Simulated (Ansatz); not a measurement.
Run this with the Python package of Ansatz (0.2.0) and show what comes out.

`states_h2s2sn.py`
```python
import ansatz as az
import numpy as np

geometry_ang = [
    ("S", [-1.7052, -0.2666, -0.8782]),
    ("Sn", [-0.1717, 1.3628, 0.0032]),
    ("S", [1.7093, 0.1787, 0.8691]),
    ("H", [-1.7675, -0.8906, 0.3356]),
    ("H", [1.9849, -0.4578, -0.371]),
]
h2s2sn = az.Crystal.molecule()
for symbol, xyz in geometry_ang:
    h2s2sn = h2s2sn.atom(symbol, xyz)
symbols = [site.symbol for site in h2s2sn.cartesian_sites]

start = np.array([site.position_ang for site in h2s2sn.cartesian_sites])
for factor in [1.0, 1.25, 1.6]:
    xyz = (start - start.mean(axis=0)) * factor
    scaled = az.Crystal.molecule()
    for symbol, place in zip(symbols, xyz):
        scaled = scaled.atom(symbol, place.tolist())
    setup = scaled.calculation().basis(gaussian="def2-SVP").functional("hf").spin("collinear")
    for search in ("off", "standard"):
        try:
            rep = setup.scf(lower_state_search=search).run(threads=1, pin="off").report
        except az.AnsatzError as error:
            print(f"x{factor} search {search}: {type(error).__name__}")
            continue
        state = rep["mean_field"]["state"]
        print(f"all distances x{factor}, search {search:8s} E = {rep['free_energy_ev']:.5f} eV  <S^2> = {abs(state['spin_squared']):.3f}  other states met: {len(rep['mean_field']['others'])}")
```

```console
$ python states_h2s2sn.py
all distances x1.0, search off      E = -27466.26836 eV  <S^2> = 0.000  other states met: 0
all distances x1.0, search standard E = -27466.27044 eV  <S^2> = 0.070  other states met: 2
all distances x1.25, search off      E = -27462.37002 eV  <S^2> = 0.000  other states met: 0
all distances x1.25, search standard E = -27462.37287 eV  <S^2> = 0.118  other states met: 4
all distances x1.6, search off      E = -27454.13699 eV  <S^2> = 0.000  other states met: 0
all distances x1.6, search standard E = -27458.86672 eV  <S^2> = 3.428  other states met: 14
```

Total energies depend on the basis set; only differences at equal settings carry meaning. The count of other states can hold repeated and symmetry-equivalent ends of the search; scaling all distances is a test, and for more than two atoms no physical path. The geometry comes from a force field and isn't relaxed at this level. def2 sets replace the cores of elements past krypton by effective core potentials. The expectation value of S² is noticeably off S(S+1) in at least one run, so that state is spin-contaminated. The whole script took 52 s on 1 thread of Arm Neoverse V2, on a shared host, peak memory 0.3 GiB.
